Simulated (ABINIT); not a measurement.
# Cu3F (P4mm) in ABINIT: single point with PBE

Aim: the single point of Cu3F with PBE.

Everything below comes from runs of ABINIT 10.8.3 (patched build). Logs are shortened: lines on timing, memory, paths and dates and some standing lists are left out, and cuts for length are marked. The log counts tension as positive stress, the text compression.

### 1 The cell of the first run

It takes space group P4mm (No. 99, tetragonal). Conventional cell: a = 3.651 Å, b = 3.651 Å, c = 4.680 Å, α = 90.00°, β = 90.00°, γ = 90.00°. Cu (site symmetry 2mm) has 2 F at 2.03 Å as nearest neighbours. Around Cu (site symmetry 4mm) lie 4 Cu at 2.59 Å and 4 F at 2.75 Å. F (site symmetry 4mm) has 4 Cu at 2.03 Å as nearest neighbours.

The cell was built by a generator and needn't be a form met in nature.

### 2 Single point, PBE (cell stretched)

File run.abi:

```
# Pseudopotentials
pp_dirpath "./"
pseudos "Cu.upf, F.upf"

# Structure
acell 3*1.0 Angstrom
rprim
     3.6512349739     0.0000000000     0.0000000000
     0.0000000000     3.6512349739     0.0000000000
     0.0000000000     0.0000000000     4.6797841925
ntypat 2
znucl 29 9
natom 4
typat 1 1 1 2
xred
     0.0000000000     0.5000000000     0.6689970900
     0.5000000000     0.0000000000     0.6689970900
     0.5000000000     0.5000000000     0.0611796300
     0.0000000000     0.0000000000     0.8578671000
chkprim 0
chksymtnons 0
tolsym 1.0e-6

# Plane-wave basis
ecut 48.0

# k points
kptopt 1
ngkpt 6 6 4
nshiftk 1
shiftk 0.0 0.0 0.0

# Exchange and correlation
ixc 11

# Bands and occupations
nband 39
occopt 3
tsmear 0.05 eV

# SCF cycle
nstep 100
tolvrs 1.0e-10

# Output
iomode 3
prtwf 0
prtden 0
prteig 0
prtebands 0
enunit 1
```

Potentials or basis: PseudoDojo NC SR PBE v0.4 stringent.

Run with:

```console
$ abinit run.abi > log 2>&1
```

run.abo:

```text
.Version 10.8.3 of ABINIT
 Symmetries : space group P4 m m (# 99); Bravais tP (primitive tetrag.)
================================================================================
 Values of the parameters that define the memory need of the present run
     intxc =       0    ionmov =       0      iscf =       7    lmnmax =       6
     lnmax =       6     mgfft =      60  mpssoang =       3    mqgrid =    3001
     natom =       4  nloc_mem =       1    nspden =       1   nspinor =       1
    nsppol =       1      nsym =       8    n1xccc =    2501    ntypat =       2
    occopt =       3   xclevel =       2
       mpw =        6706          nfft =      121500          nkpt =          30
================================================================================
================================================================================

--------------------------------------------------------------------------------
------------- Echo of variables that govern the present computation ------------
--------------------------------------------------------------------------------
 -outvars: echo values of preprocessed input variables --------
            acell      1.8897261259E+00  1.8897261259E+00  1.8897261259E+00 Bohr
              amu      6.35460000E+01  1.89984032E+01
          chkprim           0
      chksymtnons           0
             ecut      4.80000000E+01 Hartree
           enunit           1
              ixc          11
         kptrlatt        6    0    0      0    6    0      0    0    4
          kptrlen      3.53740418E+01
            natom           4
            nband          39
            ngfft          45      45      60
             nkpt          30
            nstep         100
             nsym           8
           ntypat           2
           occopt           3
           prtden           0
        prtebands           0
           prteig           0
            prtwf           0
            rprim      3.6512349739E+00  0.0000000000E+00  0.0000000000E+00
                       0.0000000000E+00  3.6512349739E+00  0.0000000000E+00
                       0.0000000000E+00  0.0000000000E+00  4.6797841925E+00
          spgroup          99
           tolsym      1.00000000E-06
           tolvrs      1.00000000E-10
           tsmear      1.83746611E-03 Hartree
            typat      1  1  1  2
           xangst      0.0000000000E+00  1.8256174869E+00  3.1307620066E+00
                       1.8256174869E+00  0.0000000000E+00  3.1307620066E+00
                       1.8256174869E+00  1.8256174869E+00  2.8630746538E-01
                       0.0000000000E+00  0.0000000000E+00  4.0146328938E+00
            xcart      0.0000000000E+00  3.4499170610E+00  5.9162827579E+00
                       3.4499170610E+00  0.0000000000E+00  5.9162827579E+00
                       3.4499170610E+00  3.4499170610E+00  5.4104269737E-01
                       0.0000000000E+00  0.0000000000E+00  7.5865566654E+00
[... 140 lines left out ...]
    1      0.00000000000000     1.82561748695000     3.13076200661050
    2      1.82561748695000     0.00000000000000     3.13076200661050
    3      1.82561748695000     1.82561748695000     0.28630746537700
    4      0.00000000000000     0.00000000000000     4.01463289384582

 cartesian forces (hartree/bohr) at end:
    1     -0.00000000000000    -0.00000000000000    -0.02179604298845
    2     -0.00000000000000    -0.00000000000000    -0.02179604298845
    3     -0.00000000000000    -0.00000000000000     0.01379163262345
    4     -0.00000000000000    -0.00000000000000     0.02980045335346
 frms,max,avg= 1.3001318E-02 2.9800453E-02   0.000E+00  0.000E+00 -1.091E-05 h/b

 cartesian forces (eV/Angstrom) at end:
    1     -0.00000000000000    -0.00000000000000    -1.12079759402921
    2     -0.00000000000000    -0.00000000000000    -1.12079759402921
    3     -0.00000000000000    -0.00000000000000     0.70919426385250
    4     -0.00000000000000    -0.00000000000000     1.53240092420591
 frms,max,avg= 6.6855463E-01 1.5324009E+00   0.000E+00  0.000E+00 -5.608E-04 e/A
 length scales=  1.889726125908  1.889726125908  1.889726125908 bohr
              =  1.000000000000  1.000000000000  1.000000000000 angstroms
 Fermi (or HOMO) energy (eV) =   4.80307   Average Vxc (eV)= -10.54120
 Eigenvalues (   eV  ) for nkpt=  30  k points:
 kpt#   1, nband= 39, wtk=  0.00694, kpt=  0.0000  0.0000  0.0000 (reduced coord)
-106.97968 -106.97144 -106.49689  -64.46163  -64.46163  -64.36411  -64.36219  -64.36219
 -64.35431  -63.94899  -63.89730  -63.89730  -20.04637   -2.27385   -2.27385   -2.17503
  -0.61249    1.69358    2.01007    2.50362    2.50362    2.50966    3.39213    3.51996
   3.52167    3.56060    3.56060    3.72665    3.76340    3.81864    3.81864    3.98869
   6.58409    8.63607   10.91202   10.91202   12.21753   15.31953   16.08634
 prteigrs : prtvol=0 or 1, do not print more k-points.

--- !EnergyTerms
iteration_state     : {dtset: 1, }
comment             : Components of total free energy in Hartree
kinetic             :  2.94087152002483E+02
hartree             :  2.50083447943130E+02
xc                  : -7.79135431235358E+01
Ewald energy        : -3.01663524596067E+02
psp_core            :  1.00890551422018E+01
local_psp           : -6.67109487750473E+02
non_local_psp       : -1.11993367246697E+02
internal            : -6.04420267628959E+02
'-kT*entropy'       : -5.99148878272187E-04
total_energy        : -6.04420866777837E+02
total_energy_eV     : -1.64471296610223E+04
band_energy         : -6.44746621310659E+01
...

 Cartesian components of stress tensor (hartree/bohr^3)
  sigma(1 1)= -2.15939026E-04  sigma(3 2)=  0.00000000E+00
  sigma(2 2)= -2.15939026E-04  sigma(3 1)=  0.00000000E+00
  sigma(3 3)=  2.40232914E-04  sigma(2 1)=  0.00000000E+00

-Cartesian components of stress tensor (GPa)         [Pressure=  1.8795E+00 GPa]
- sigma(1 1)= -6.35314548E+00  sigma(3 2)=  0.00000000E+00
- sigma(2 2)= -6.35314548E+00  sigma(3 1)=  0.00000000E+00
- sigma(3 3)=  7.06789635E+00  sigma(2 1)=  0.00000000E+00

== END DATASET(S) ==============================================================
================================================================================

 -outvars: echo values of variables after computation  --------
            acell      1.8897261259E+00  1.8897261259E+00  1.8897261259E+00 Bohr
           etotal     -6.0442086678E+02
            fcart     -0.0000000000E+00 -0.0000000000E+00 -2.1796042988E-02
                      -0.0000000000E+00 -0.0000000000E+00 -2.1796042988E-02
                      -0.0000000000E+00 -0.0000000000E+00  1.3791632623E-02
                      -0.0000000000E+00 -0.0000000000E+00  2.9800453353E-02
            rprim      3.6512349739E+00  0.0000000000E+00  0.0000000000E+00
                       0.0000000000E+00  3.6512349739E+00  0.0000000000E+00
                       0.0000000000E+00  0.0000000000E+00  4.6797841925E+00
           strten     -2.1593902594E-04 -2.1593902594E-04  2.4023291412E-04
                       0.0000000000E+00  0.0000000000E+00  0.0000000000E+00
           xangst      0.0000000000E+00  1.8256174869E+00  3.1307620066E+00
                       1.8256174869E+00  0.0000000000E+00  3.1307620066E+00
                       1.8256174869E+00  1.8256174869E+00  2.8630746538E-01
                       0.0000000000E+00  0.0000000000E+00  4.0146328938E+00
             xred      0.0000000000E+00  5.0000000000E-01  6.6899709000E-01
                       5.0000000000E-01  0.0000000000E+00  6.6899709000E-01
                       5.0000000000E-01  5.0000000000E-01  6.1179630000E-02
                       0.0000000000E+00  0.0000000000E+00  8.5786710000E-01
 Calculation completed.
```

Wall time 8.5 min (1 thread of Arm Neoverse V1, shared host); peak memory 0.19 GiB.

Results:

* Free energy: -16447.1297 eV
* Pressure: 1.9 GPa
* Largest force: 1.532 eV/Å
* Band gap on the k mesh: none (metal or under the smearing width)
* Valence electrons inside the program's atomic spheres: Cu 17.32, 17.30; F 7.10

Forces on the atoms (eV/Å):
```
Cu   0.000  0.000 -1.121
Cu   0.000  0.000 -1.121
Cu   0.000  0.000  0.709
F    0.000  0.000  1.532
```

Stress tensor (GPa, compression positive):
```
 6.35  0.00  0.00
 0.00  6.35  0.00
 0.00  0.00 -7.07
```

Levels at points of the mesh, in eV from the Fermi level:
```tsv
k point	band 28	band 29	band 30	band 31	band 32	band 33	band 34	band 35	band 36	band 37
(0.00, 0.00, 0.00)	-1.08	-1.04	-0.98	-0.98	-0.81	1.78	3.83	6.11	6.11	7.41
(0.50, 0.00, 0.00)	-1.23	-1.12	-0.96	-0.95	-0.22	-0.06	4.50	4.83	5.95	7.30
(0.50, 0.50, 0.00)	-1.44	-1.04	-1.04	-1.03	-0.46	2.63	2.63	4.61	5.86	6.94
(0.00, 0.00, 0.50)	-1.29	-1.20	-1.06	-1.06	-0.81	-0.73	7.18	7.18	8.12	8.57
(0.50, 0.00, 0.50)	-1.24	-1.13	-1.02	-0.94	0.10	1.13	1.43	2.15	8.46	10.58
(0.50, 0.50, 0.50)	-1.22	-1.04	-1.04	-0.98	-0.29	2.86	2.95	2.95	4.49	4.49
```

Caveat: the run has no spin polarisation, though such a crystal can be magnetic; semilocal functionals often make such compounds metallic where correlation or magnetic order opens a gap, which also shifts bond lengths.
